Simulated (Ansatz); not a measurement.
# C2H4FNOSi: how energies converge with the basis set

One table from this session's results is given with a row withheld; the runs are named, their logs left out.

Computed with Ansatz 0.2.0, Gaussian basis. Level: one geometry, several basis sets.

Plan: PBE0-D4/def2-SVP; ωB97M-V/def2-SVP; PBE0-D4/def2-QZVPP; ωB97M-V/def2-QZVPP; the functionals' def2-TZVPP values are taken from earlier runs.

### The relaxed structure

The geometry comes from an earlier relaxation with PBE0-D4 in a triple-zeta def2 set; it is a stationary point, not always the lowest conformer.

SMILES `N#CC(O)(F)[SiH3]`, 10 atoms, charge 0, spin multiplicity 1.

Atoms are counted from 1 here; the program's logs count them from 0.

Bond lengths: N1–C2 1.150 Å, C2–C3 1.472 Å, C3–O4 1.373 Å, C3–F5 1.391 Å, C3–Si6 1.934 Å, O4–H7 0.966 Å, Si6–H8 1.480 Å, Si6–H9 1.480 Å, Si6–H10 1.480 Å. Angles: N1–C2–C3 176.9°, C2–C3–O4 111.9°, C2–C3–F5 106.6°, C2–C3–Si6 111.7°, O4–C3–F5 110.3°, O4–C3–Si6 108.2°, F5–C3–Si6 108.2°, C3–O4–H7 110.0°, C3–Si6–H8 106.2°, C3–Si6–H9 107.9°, C3–Si6–H10 107.2°, H8–Si6–H9 112.0°, H8–Si6–H10 111.9°, H9–Si6–H10 111.3°.

The first run:

The input, in.yaml:

```yaml
crystal:
  periodic: [false, false, false]
  atoms:
    - {symbol: N, position_ang: [-0.508963, -2.489009, -0.906358]}
    - {symbol: C, position_ang: [-0.456786, -1.354445, -0.728491]}
    - {symbol: C, position_ang: [-0.320474, 0.086837, -0.463054]}
    - {symbol: O, position_ang: [0.454907, 0.710039, -1.409009]}
    - {symbol: F, position_ang: [-1.607063, 0.614534, -0.470825]}
    - {symbol: Si, position_ang: [0.459878, 0.422093, 1.274686]}
    - {symbol: H, position_ang: [0.164098, 0.456248, -2.294274]}
    - {symbol: H, position_ang: [0.538852, 1.893091, 1.416173]}
    - {symbol: H, position_ang: [1.798674, -0.209244, 1.301011]}
    - {symbol: H, position_ang: [-0.440023, -0.181246, 2.283243]}
basis:
  gaussian: {orbitals: def2-SVP}
hamiltonian: {xc: pbe0, dispersion: d4}
output: {orbitals: {seedname: orbitals}}
```

Steps of the session up to this table: PBE0-D4 in def2-SVP; ωB97M-V in def2-SVP; PBE0-D4 in def2-QZVPP; ωB97M-V in def2-QZVPP.

One table of the session follows, with a row left open; its other results are not shown here.

It belongs to the step «Density functionals: the series». 

| functional | basis | HOMO (eV) |
| --- | --- | --- |
| PBE0-D4 | def2-SVP | -9.25 |
| PBE0-D4 | def2-TZVPP | -9.37 |
| PBE0-D4 | def2-QZVPP | -9.40 |
| ωB97M-V | def2-SVP | -11.47 |
| ωB97M-V | def2-TZVPP | ? |
| ωB97M-V | def2-QZVPP | -11.66 |

Estimate the missing values for ωB97M-V, def2-TZVPP.

As computed: HOMO (eV): -11.63. In the column «HOMO (eV)» it lies between ωB97M-V, def2-QZVPP (-11.66) and ωB97M-V, def2-SVP (-11.47).
